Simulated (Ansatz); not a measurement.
# CH₄GeN₂: basis-set convergence

The task here is to estimate one member of a computed series from the others.

The runs use Ansatz 0.2.0, Gaussian basis; one geometry, several basis sets.

Plan: PBE0-D4/def2-SVP; ωB97M-V/def2-SVP; PBE0-D4/def2-QZVPP; ωB97M-V/def2-QZVPP; the functionals' def2-TZVPP values are taken from earlier runs.

### Structure used throughout

All runs share one geometry, relaxed beforehand with PBE0-D4 in a triple-zeta def2 set.

8 atoms, charge 0, spin multiplicity 1.

Atoms are counted from 1 here; the program's logs count them from 0.

Bond lengths: N1–Ge2 1.814 Å, N1–H5 1.007 Å, N1–H6 1.007 Å, Ge2–H7 1.593 Å, C3–N4 1.147 Å, C3–H8 1.069 Å. Angles: Ge2–N1–H5 122.1°, Ge2–N1–H6 125.2°, H5–N1–H6 112.6°, N1–Ge2–H7 93.7°, N4–C3–H8 179.1°.

As a file:

```
N    -0.76882    1.47197   -0.69980
Ge    0.49585    0.23050   -1.08513
C     0.35078   -2.15540    1.02940
N     0.63037   -1.35403    1.80155
H    -1.72489    1.37242   -0.99971
H    -0.62874    2.28183   -0.11790
H     1.64650    1.00952   -0.30665
H     0.09114   -2.91400    0.32235
```

The first run:

in.yaml

```yaml
crystal:
  periodic: [false, false, false]
  atoms:
    - {symbol: N, position_ang: [-0.768822, 1.471969, -0.699803]}
    - {symbol: Ge, position_ang: [0.495852, 0.230497, -1.085135]}
    - {symbol: C, position_ang: [0.350784, -2.155401, 1.029402]}
    - {symbol: N, position_ang: [0.630369, -1.354034, 1.801546]}
    - {symbol: H, position_ang: [-1.724893, 1.372424, -0.999708]}
    - {symbol: H, position_ang: [-0.628737, 2.281826, -0.117903]}
    - {symbol: H, position_ang: [1.646501, 1.009518, -0.306653]}
    - {symbol: H, position_ang: [0.091144, -2.913999, 0.322354]}
basis:
  gaussian: {orbitals: def2-SVP}
hamiltonian: {xc: pbe0, dispersion: d4}
output: {orbitals: {seedname: orbitals}}
```

On the command line:

```
$ ansatz run in.yaml --threads 2 --pin off --events-out ev --progress --plain --max-ram 4352MiB
```

Among the steps run: PBE0-D4 in def2-SVP; ωB97M-V in def2-SVP; PBE0-D4 in def2-QZVPP; ωB97M-V in def2-QZVPP.

One table of the session follows, with a row left open; its other results are not shown here.

It belongs to the step «Functionals by basis». 

| functional | basis | HOMO (eV) |
| --- | --- | --- |
| PBE0-D4 | def2-SVP | -6.37 |
| PBE0-D4 | def2-TZVPP | -6.48 |
| PBE0-D4 | def2-QZVPP | -6.54 |
| ωB97M-V | def2-SVP | -8.48 |
| ωB97M-V | def2-TZVPP | -8.61 |
| ωB97M-V | def2-QZVPP | ? |

Q: Estimate the row for ωB97M-V, def2-QZVPP from the others.

**Answer.** HOMO (eV): -8.67. In the column «HOMO (eV)» it is the lowest.
